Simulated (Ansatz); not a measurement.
# LuBi: the cost of one run

Computed with Ansatz 0.2.0 (DFT, LDA, PAW with Ansatz's default frozen-core files, scalar-relativistic, unless a step's input says otherwise).

## Step 1: The system as given

The structure is cubic, space group Fm-3m (No. 225). The conventional cell has a = 6.204 Å, b = 6.204 Å, c = 6.204 Å, α = 90.00°, β = 90.00°, γ = 90.00°. Around Lu (site symmetry m-3m) lie 6 Bi at 3.10 Å. Bi (site symmetry m-3m) is surrounded by 6 Lu at 3.10 Å.

Structure file:

```cif
data_structure
_symmetry_space_group_name_H-M 'P 1'
_symmetry_Int_Tables_number 1
_cell_length_a 4.3868
_cell_length_b 4.3868
_cell_length_c 4.3868
_cell_angle_alpha 60.000
_cell_angle_beta 60.000
_cell_angle_gamma 60.000
_cell_volume 59.70
loop_
_atom_site_label
_atom_site_type_symbol
_atom_site_fract_x
_atom_site_fract_y
_atom_site_fract_z
_atom_site_occupancy
Lu1 Lu 0.50000 0.50000 0.50000 1
Bi1 Bi 0.00000 0.00000 0.00000 1
```

Whether this phase is the stable one at these pressures isn't tested.

Atoms are numbered in the order of the input: Lu1, Bi2.

## Step 2: Atoms relaxed at the given volume, PAW

input.yaml reads:

```yaml
crystal:
  lattice:
    - [0.0, 3.1019669897, 3.1019669897]
    - [3.1019669897, 0.0, 3.1019669897]
    - [3.1019669897, 3.1019669897, 0.0]
  atoms:
    - { symbol: Lu, position: [0.5, 0.5, 0.5] }
    - { symbol: Bi, position: [0.0, 0.0, 0.0] }
kpoints:
  mp_grid: { grid: [10, 10, 10] }
scf:
  occupations: { method: fermi_dirac, width: 0.05 }
hamiltonian:
  xc: lda
  pseudopotentials: { kind: paw }
output:
  forces: true
  stress: true
relax:
  f_tol: 0.01
  max_steps: 30
```

Run with:

```sh
$ ansatz run input.yaml --threads 1 --pin off --max-ram 2048MiB --backend cpu --events-out ev --progress --plain --runs-dir out
```

What time and memory should one allow on 1 thread of AMD EPYC 9B14 (Zen 4), shared host?

About 2.3 s, with a peak of 0.43 GiB.
